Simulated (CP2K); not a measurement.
# C3H6BO− (SMILES CC#C[BH2-]O): levels of theory compared

We compute a comparison of 3 runs (GFN2-xTB, PM6, IPEA1-xTB) of C3H6BO−. 

Program for the calculation: CP2K 2026.2.

2 further runs of the same task are left out: 1 that didn't finish, 1 set aside as unsound or not needed.

## Step 1: Starting point

C3H6BO− has 11 atoms, charge -1, and is taken as a singlet. SMILES: `CC#C[BH2-]O`. Geometry: relaxed at GFN2-xTB. This is one conformer, not always the lowest.

Bond lengths: C1–C2 1.464 Å, C2–C3 1.206 Å, C3–B4 1.591 Å, B4–O5 1.514 Å, C1–H6 1.096 Å, C1–H7 1.096 Å, C1–H8 1.096 Å, B4–H9 1.243 Å, B4–H10 1.218 Å, O5–H11 0.957 Å. Some angles: C1–C2–C3 179.2°, C2–C3–B4 177.7°, C3–B4–O5 110.5°, C2–C1–H6 110.7°, C2–C1–H7 110.9°, C2–C1–H8 110.9°, C3–B4–H9 107.6°, C3–B4–H10 110.1°, O5–B4–H9 110.6°, O5–B4–H10 107.6°.

## Step 2: Energy and forces at GFN2-xTB (run 1)

qs.inp reads:

```
&GLOBAL
    PROJECT qs
    RUN_TYPE ENERGY_FORCE
    PRINT_LEVEL MEDIUM
&END GLOBAL

&FORCE_EVAL
    METHOD Quickstep
    &DFT
        CHARGE -1
        &QS
            METHOD XTB
            EPS_DEFAULT 1.0E-10
            &XTB
                GFN_TYPE TBLITE
                &TBLITE
                    METHOD GFN2
                &END TBLITE
                CHECK_ATOMIC_CHARGES F
            &END XTB
        &END QS
        &POISSON
            PERIODIC NONE
            POISSON_SOLVER ANALYTIC
        &END POISSON
        &SCF
            SCF_GUESS ATOMIC
            EPS_SCF 1.0E-07
            MAX_SCF 150
            ADDED_MOS 2
            EPS_DIIS 0.01
            &DIAGONALIZATION
                ALGORITHM STANDARD
            &END DIAGONALIZATION
            &MIXING
                METHOD DIRECT_P_MIXING
                ALPHA 0.4
            &END MIXING
            &SMEAR ON
                METHOD FERMI_DIRAC
                ELECTRONIC_TEMPERATURE [K] 300
            &END SMEAR
        &END SCF
        &PRINT
            &MOMENTS
                PERIODIC F
                REFERENCE COM
                MAX_MOMENT 1
            &END MOMENTS
            &MO ON
                ENERGIES T
                OCCUPATION_NUMBERS T
                NDIGITS 6
                &EACH
                    QS_SCF 0
                &END EACH
                ADD_LAST NUMERIC
            &END MO
            &HIRSHFELD OFF
            &END HIRSHFELD
        &END PRINT
    &END DFT
    &SUBSYS
        &CELL
            ABC 19.6 21.2 20.9
            PERIODIC NONE
        &END CELL
        &COORD
            C     -0.779810    -1.770100     1.322230
            C     -0.243950    -0.608430     0.609530
            C      0.198990     0.355900     0.037140
            B      0.751300     1.611690    -0.769390
            O      0.970270     1.252670    -2.223450
            H     -0.810500    -1.582950     2.401340
            H     -0.158370    -2.655480     1.148280
            H     -1.798350    -1.998600     0.988270
            H     -0.087900     2.522780    -0.665420
            H      1.823040     1.965610    -0.311160
            H      0.135280     0.906900    -2.537370
        &END COORD
        &TOPOLOGY
            &CENTER_COORDINATES
            &END CENTER_COORDINATES
        &END TOPOLOGY
    &END SUBSYS
    &PRINT
        &FORCES ON
        &END FORCES
    &END PRINT
&END FORCE_EVAL
```

Command:

```console
$ OMP_NUM_THREADS=1 cp2k.psmp -i qs.inp -o qs.out
```

Output:

```text
CP2K| version string:                                       CP2K version 2026.2
[...]
 GLOBAL| Method name                                                        CP2K
[...]
 GLOBAL| Run type                                                   ENERGY_FORCE
[...]
                             - Atoms:                                         11
[...]
                             - Spherical basis functions:                     26
[...]
 Number of electrons:                                                         28
[...]
  *** SCF run converged in    15 steps ***
[...]
  Fermi energy:                                                 0.02422225510272
[...]
 TB_DIPOLE| Moment [Debye]         -2.43593539      -4.38698117       1.98713859
 TB_DIPOLE| Derivative [a.u.]       0.00000000       0.00000000       0.00000000
[...]
 ENERGY| Total FORCE_EVAL ( QS ) energy [hartree]            -14.933646173411629
 FORCES| Atomic forces [hartree/bohr]
 FORCES|   Atom     x               y               z               |f|
 FORCES|      1  1.36636403E-04  1.14300452E-04 -7.79449987E-06   1.78311116E-04
 FORCES|      2 -2.88122503E-04  2.00557530E-05 -2.29369116E-04   3.68818386E-04
 FORCES|      3  2.93117813E-04 -1.48368702E-04  3.50462020E-04   4.80369599E-04
 FORCES|      4 -2.54308245E-05  8.03947949E-05  1.60867565E-05   8.58419106E-05
 FORCES|      5  8.71320360E-05 -5.94246679E-05 -1.95999619E-05   1.07272743E-04
 FORCES|      6  1.07148191E-05 -1.16208528E-05 -4.82875956E-05   5.08088916E-05
 FORCES|      7 -1.31539094E-05  4.51748654E-06 -6.16413515E-06   1.52128097E-05
 FORCES|      8  1.91184488E-05  4.81299250E-06 -1.37308230E-05   2.40253092E-05
 FORCES|      9 -2.50579328E-08  9.00161278E-05 -5.07181562E-05   1.03321030E-04
 FORCES|     10 -1.85039405E-04 -9.97240129E-05 -1.05337587E-04   2.35117987E-04
 FORCES|     11 -3.49478194E-05  5.04062898E-06  1.14453099E-04   1.19775916E-04
 FORCES| Sum    -1.89945444E-16 -2.18197381E-16 -6.89146006E-17
 FORCES| Total atomic force                                       2.97386266E-16
[...]
```

Wall time 0.22 s (1 thread of Arm Neoverse V2, shared host).

## Step 3: A single-point energy at PM6 (run 2)

job.inp reads:

```
&FORCE_EVAL
    METHOD QS
    &DFT
        CHARGE -1
        MULTIPLICITY 1
        &QS
            METHOD PM6
            EPS_DEFAULT 1.0E-10
            &SE
                &COULOMB
                    CUTOFF [angstrom] 50
                    RC_RANGE [angstrom] 0
                &END COULOMB
                &EXCHANGE
                    CUTOFF [angstrom] 50
                    RC_RANGE [angstrom] 0
                &END EXCHANGE
            &END SE
        &END QS
        &POISSON
            PERIODIC NONE
            POISSON_SOLVER ANALYTIC
        &END POISSON
        &SCF
            SCF_GUESS ATOMIC
            EPS_SCF 1.0E-06
            MAX_SCF 50
            &OT ON
                MINIMIZER DIIS
                PRECONDITIONER FULL_SINGLE_INVERSE
                ENERGY_GAP 0.5
            &END OT
            &OUTER_SCF
                EPS_SCF 1.0E-06
                MAX_SCF 8
            &END OUTER_SCF
        &END SCF
        &PRINT
            &MOMENTS
                PERIODIC F
                REFERENCE COM
                MAX_MOMENT 1
            &END MOMENTS
            &MO_CUBES
                NLUMO 5
                NHOMO -1
                WRITE_CUBE F
            &END MO_CUBES
            &HIRSHFELD OFF
            &END HIRSHFELD
        &END PRINT
    &END DFT
    &SUBSYS
        &CELL
            ABC [angstrom] 15.6 17.2 16.9
            PERIODIC NONE
        &END CELL
        &COORD
            C      7.007845     6.896250     9.840245
            C      7.543705     8.057920     9.127545
            C      7.986645     9.022250     8.555155
            B      8.538955    10.278040     7.748625
            O      8.757925     9.919020     6.294565
            H      6.977155     7.083400    10.919355
            H      7.629285     6.010870     9.666295
            H      5.989305     6.667750     9.506285
            H      7.699755    11.189130     7.852595
            H      9.610695    10.631960     8.206855
            H      7.922935     9.573250     5.980645
        &END COORD
    &END SUBSYS
&END FORCE_EVAL

&GLOBAL
    PROJECT_NAME job
    RUN_TYPE ENERGY
    PRINT_LEVEL MEDIUM
&END GLOBAL
```

Command:

```console
$ OMP_NUM_THREADS=1 cp2k.psmp -i job.inp > job.out 2>&1
```

Output:

```text
CP2K| version string:                                       CP2K version 2026.2
[...]
 GLOBAL| Method name                                                        CP2K
[...]
 GLOBAL| Run type                                                         ENERGY
[...]
                             - Atoms:                                         11
[...]
                             - Spherical basis functions:                     26
[...]
 Number of electrons:                                                         28
[...]
     1 OT DIIS     0.80E-01    0.0     0.18209125       -23.3691791424 -2.34E+01
[...]
    13 OT DIIS     0.80E-01    0.0     0.00000083       -29.2917623937 -7.14E-11
  *** SCF run converged in    13 steps ***
  Core-core repulsion energy [eV]:                           1694.60601351923424
  Core Hamiltonian energy [eV]:                             -1308.54869471779216
  Two-electron integral energy [eV]:                        -2366.25341826332351
  Electronic energy [eV]:                                   -2491.67540384945414
  Total energy [eV]:                                         -797.06939033021968
  Atomic reference energy [eV]:                               794.00523279827212
  Heat of formation [kcal/mol]:                               -70.66115692842286
[...]
 SE_DIPOLE| Moment [Debye]          3.26244204       4.51028526      -2.63728562
 SE_DIPOLE| Derivative [a.u.]       0.00000000       0.00000000       0.00000000
 *** WARNING in qs_scf_post_se.F:140 :: Printing of MO cube files not ***
 *** implemented for Semi-Empirical method.                           ***
 ENERGY| Total FORCE_EVAL ( QS ) energy [hartree]            -29.291762393707671
[...]
```

Run time: 0.58 s. Hardware: 1 thread of Arm Neoverse V2, shared host.

## Step 4: Energy and forces at IPEA1-xTB (run 3)

job.inp reads:

```
&FORCE_EVAL
  METHOD QS
  &DFT
    CHARGE -1
    MULTIPLICITY 1
    &QS
      METHOD XTB
      EPS_DEFAULT 1.0E-10
      &XTB
        GFN_TYPE TBLITE
        &TBLITE
          METHOD IPEA1
        &END TBLITE
        CHECK_ATOMIC_CHARGES F
      &END XTB
    &END QS
    &POISSON
      PERIODIC NONE
      POISSON_SOLVER ANALYTIC
    &END POISSON
    &SCF
      SCF_GUESS ATOMIC
      EPS_SCF 1.0E-06
      MAX_SCF 150
      ADDED_MOS 4
      &DIAGONALIZATION
        ALGORITHM STANDARD
      &END DIAGONALIZATION
      &MIXING
        METHOD DIRECT_P_MIXING
        ALPHA 0.4
      &END MIXING
      &SMEAR ON
        METHOD FERMI_DIRAC
        ELECTRONIC_TEMPERATURE [K] 300
      &END SMEAR
    &END SCF
    &PRINT
      &MOMENTS
        PERIODIC F
        REFERENCE COM
        MAX_MOMENT 1
      &END MOMENTS
      &MO ON
        ENERGIES T
        OCCUPATION_NUMBERS T
        NDIGITS 6
        &EACH
          QS_SCF 0
        &END EACH
        ADD_LAST NUMERIC
      &END MO
      &HIRSHFELD OFF
      &END HIRSHFELD
    &END PRINT
  &END DFT
  &SUBSYS
    &CELL
      ABC [angstrom] 11.6 13.2 12.9
      PERIODIC NONE
    &END CELL
    &COORD
      C      5.007845     4.896250     7.840245
      C      5.543705     6.057920     7.127545
      C      5.986645     7.022250     6.555155
      B      6.538955     8.278040     5.748625
      O      6.757925     7.919020     4.294565
      H      4.977155     5.083400     8.919355
      H      5.629285     4.010870     7.666295
      H      3.989305     4.667750     7.506285
      H      5.699755     9.189130     5.852595
      H      7.610695     8.631960     6.206855
      H      5.922935     7.573250     3.980645
    &END COORD
  &END SUBSYS
  &PRINT
    &FORCES ON
    &END FORCES
  &END PRINT
&END FORCE_EVAL

&GLOBAL
  PROJECT_NAME job
  RUN_TYPE ENERGY_FORCE
  PRINT_LEVEL MEDIUM
&END GLOBAL
```

Command:

```console
$ OMP_NUM_THREADS=1 cp2k.psmp -i job.inp -o job.out
```

Output:

```text
CP2K| version string:                                       CP2K version 2026.2
[...]
 GLOBAL| Method name                                                        CP2K
[...]
 GLOBAL| Run type                                                   ENERGY_FORCE
[...]
                             - Atoms:                                         11
[...]
                             - Spherical basis functions:                     37
[...]
 Number of electrons:                                                         28
[...]
  *** SCF run converged in    18 steps ***
[...]
  Fermi energy:                                                -0.15195421920402
[...]
 TB_DIPOLE| Moment [Debye]         -2.65199215      -5.16889159       2.19489743
 TB_DIPOLE| Derivative [a.u.]       0.00000000       0.00000000       0.00000000
[...]
 ENERGY| Total FORCE_EVAL ( QS ) energy [hartree]            -17.173713755488723
 FORCES| Atomic forces [hartree/bohr]
 FORCES|   Atom     x               y               z               |f|
 FORCES|      1  3.42061745E-03  7.67788062E-03 -4.06567599E-03   9.33703357E-03
 FORCES|      2 -2.65887874E-03 -6.11498482E-03  3.84511590E-03   7.69724573E-03
 FORCES|      3 -1.72491516E-03 -5.30343221E-03  5.32534850E-05   5.57714636E-03
 FORCES|      4  9.99613286E-03  1.35822850E-02 -1.03324703E-02   1.97777926E-02
 FORCES|      5 -5.36217317E-03  4.49203895E-03  2.83379832E-02   2.91885698E-02
 FORCES|      6 -3.65218864E-04 -1.16998889E-03 -5.21539624E-04   1.33201442E-03
 FORCES|      7 -8.04224069E-04 -2.68163645E-04  7.23755942E-04   1.11467967E-03
 FORCES|      8  4.91167047E-04 -6.29805147E-04  8.06616408E-04   1.13513419E-03
 FORCES|      9  9.04648207E-03 -6.90807030E-03 -1.15277287E-03   1.14406800E-02
 FORCES|     10 -7.73127858E-03 -7.25285591E-04 -3.24101978E-03   8.41444692E-03
 FORCES|     11 -4.30771085E-03 -4.63247397E-03 -1.44532464E-02   1.57769616E-02
 FORCES| Sum     1.42247325E-16 -5.25621213E-16 -1.89084859E-16
 FORCES| Total atomic force                                       5.76424362E-16
[...]
```

Wall time 0.22 s (1 thread of Arm Neoverse V2, shared host).

## Step 5: All runs side by side

| run | level | task | SCF convergence threshold | energy (Eh) | HOMO energy (eV) | LUMO energy (eV) | HOMO–LUMO gap (eV) | wall time |
| --- | --- | --- | --- | --- | --- | --- | --- | --- |
| 1 | GFN2-xTB | gradient | 1e-07 | -14.933646 | -4.19 | 1.56 | 5.74 | 0.22 s |
| 2 | PM6 | energy | 1e-06 | -29.291762 | – | – | – | 0.58 s |
| 3 | IPEA1-xTB | gradient | 1e-06 | -17.173714 | -6.88 | -3.24 | 3.64 | 0.22 s |

## Step 6: Summary of results

| quantity | value |
| --- | --- |
| run 3: total energy | -17.17371 Eh |
| run 3: HOMO energy | -6.88 eV |
| run 3: LUMO energy | -3.24 eV |
| run 3: HOMO–LUMO gap | 3.64 eV |
| run 3: largest force on an atom | 1.501 eV/Å |

What this shows: Force-field and semi-empirical energies have zeros of their own, so their totals don't compare. All runs together took 1 s, the longest 0.58 s.
